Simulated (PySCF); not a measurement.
# C2HTl (Tl(CCH)): the cost of one run

Program: PySCF 2.14.0. Level of theory: r2SCAN, Tl def2-SVP with ECP60, C def2-SVP, H def2-SVP; scalar-relativistic core potentials, no spin–orbit coupling. These are calculated values, not measurements.

5 further runs of the same task are left out: 2 for a known fault of the program, 2 that didn't finish, 1 set aside as unsound or not needed.

**1. The system as given**

4 atoms, charge 0, spin multiplicity 1.

Bond lengths: Tl1–C2 2.316 Å, C2–C3 1.233 Å, C3–H4 1.077 Å. Angles: Tl1–C2–C3 180.0°, C2–C3–H4 180.0°.

Coordinates:

```mol
C2HTl
  3D, bonds by distance, orders not assigned

  4  3  0  0  0  0  0  0  0  0999 V2000
    0.0000   -0.0000   -0.2086 Tl  0  0
    0.0000    0.0000    2.1074 C   0  0
    0.0000    0.0000    3.3400 C   0  0
   -0.0000    0.0000    4.4173 H   0  0
  1  2  8  0
  2  3  8  0
  3  4  8  0
M  END
```

Formal oxidation states: Tl +1. An earlier session relaxed this geometry at r2SCAN, Tl def2-SVP with ECP60, C def2-SVP, H def2-SVP (singlet, point group C∞v).

Its energy there is -249.226795 Eh.

**2. Multiplicity 3 at the relaxed geometry**

File run.py (the lines that set the calculation):

```python
mol = gto.M(atom='''
Tl     0.00000     0.00000    -0.20856
C      0.00000     0.00000     2.10741
C      0.00000     0.00000     3.33997
H      0.00000     0.00000     4.41725''',
    basis={'Tl': 'def2-SVP', 'C': 'def2-SVP', 'H': 'def2-SVP'},
    ecp={'Tl': 'def2-SVP'},
    charge=0, spin=2)
mf = dft.UKS(mol, xc='R2SCAN')
mf.grids.atom_grid = (50, 194)
mf = mf.density_fit()  # fitting sets: Tl def2-universal-JKFIT, C def2-universal-JKFIT, H def2-universal-JKFIT
mf.conv_tol = 1e-08; mf.max_cycle = 55
mf.kernel(dm0)  # dm0: free metal ions and neutral atoms
```

Launch:

```console
> OMP_NUM_THREADS=2 python run.py
```

**Question.** How long does this run take on 2 threads of Arm Neoverse V1, shared host?

About 2.5 s.
